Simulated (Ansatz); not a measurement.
# HBrF (doublet): the correlation ladder at distance Br1–H2 along a hydrogen transfer = 1.717 Å, cc-pVDZ

How much of the correlation energy of HBrF (doublet) does each wave-function method recover here?

Method: cc-pVDZ, core rule «outside noble gas», up to 15 orbitals frozen; program: Ansatz 0.2.0, Gaussian basis.

Plan: UHF; CCSD(T) on ROHF; CCSD(T) on UHF; BCCD(T) on ROHF; CISD; CCSDT(Q) on ROHF; CCSDT(Q) on UHF; CASSCF and MRCISD+Q, 3 electrons in 3 orbitals; CASSCF and NEVPT2, 3 electrons in 3 orbitals; CASSCF and MRCISD+Q, 15 electrons in 9 orbitals; CASSCF and NEVPT2, 15 electrons in 9 orbitals.

11 further runs of the same task are left out: 10 that didn't finish, 1 set aside as unsound or not needed.

### Step 1. The system

The geometry derives from fragments relaxed apart (PBE0/def2-TZVP) and kept rigid, so it is no stationary point. A hydrogen atom is moved between rigid fragments. No spin-orbit coupling is included. The filled d shell of Br may be among the frozen orbitals whatever the setting's name suggests; the logs give the count.

3 atoms, charge 0, spin multiplicity 2.

Atoms are counted from 1 here; the program's logs count them from 0.

Bond lengths: Br1–H2 1.717 Å.

### Step 2. UHF

File in.yaml:

```yaml
crystal:
  periodic: [false, false, false]
  atoms:
    - {symbol: Br, position_ang: [0.000000, 0.000000, -1.576667]}
    - {symbol: H, position_ang: [0.000000, 0.000000, 0.140333]}
    - {symbol: F, position_ang: [0.000000, 0.000000, 1.436333]}
basis:
  gaussian: {orbitals: cc-pVDZ}
magnetization: {spin_polarized: true, initial_magnetization: 1}
hamiltonian: {xc: hf}
output: {orbitals: {seedname: orbitals}}
```

Launch:

```bash
$ ansatz run in.yaml --threads 1 --pin off --events-out ev --progress --plain --max-ram 2393MiB
```

Further steps of the session: CCSD(T) on ROHF; CCSD(T) on UHF; BCCD(T) on ROHF; CISD; CCSDT(Q) on ROHF; CCSDT(Q) on UHF; CASSCF and MRCISD+Q, 3 electrons in 3 orbitals; CASSCF and NEVPT2, 3 electrons in 3 orbitals; CASSCF and MRCISD+Q, 15 electrons in 9 orbitals; CASSCF and NEVPT2, 15 electrons in 9 orbitals.

**Question.** What will the summary of the whole plan be? Wanted: UCCSDT(Q) below the RHF energy; RMP2 from UCCSDT(Q); UMP2 from UCCSDT(Q); RCCSD from UCCSDT(Q); RCCSD(T) from UCCSDT(Q); UCCSD(T) from UCCSDT(Q); RCCSDT(Q) from UCCSDT(Q); MRCISD+Q pair from UCCSDT(Q); NEVPT2 valence from UCCSDT(Q).

**Answer**, as computed:

| quantity | value |
| --- | --- |
| UCCSDT(Q) below the RHF energy | -9.2337 eV |
| RMP2 from UCCSDT(Q) | +1248.2 meV |
| UMP2 from UCCSDT(Q) | +1088.1 meV |
| RCCSD from UCCSDT(Q) | +214.9 meV |
| RCCSD(T) from UCCSDT(Q) | +49.0 meV |
| UCCSD(T) from UCCSDT(Q) | +42.2 meV |
| RCCSDT(Q) from UCCSDT(Q) | -0.2 meV |
| MRCISD+Q pair from UCCSDT(Q) | +112.0 meV |
| NEVPT2 valence from UCCSDT(Q) | +1361.0 meV |
| MRCISD+Q valence from UCCSDT(Q) | +116.9 meV |
| levels within 1 kcal/mol (43 meV) | UCCSD(T), BCCD(T), RCCSDT, UCCSDT, RCCSDT(Q) |
| T1 diagnostic | 0.065 |
| effectively unpaired electrons | 1.02 |

What this shows: RCCSD(T) misses by +49.0 meV, 0.5 % of the correlation energy. The occupations are near whole numbers, but T1 = 0.065 shows that the orbitals relax strongly. Of the multireference levels listed MRCISD+Q pair comes nearest in total energy (+112.0 meV), which doesn't show that its space is the better one. Coupled cluster took another determinant than the lowest Hartree-Fock one. These misses are within one basis, not against nature; the frozen cores of restricted and unrestricted runs differ, which can shift their rows.
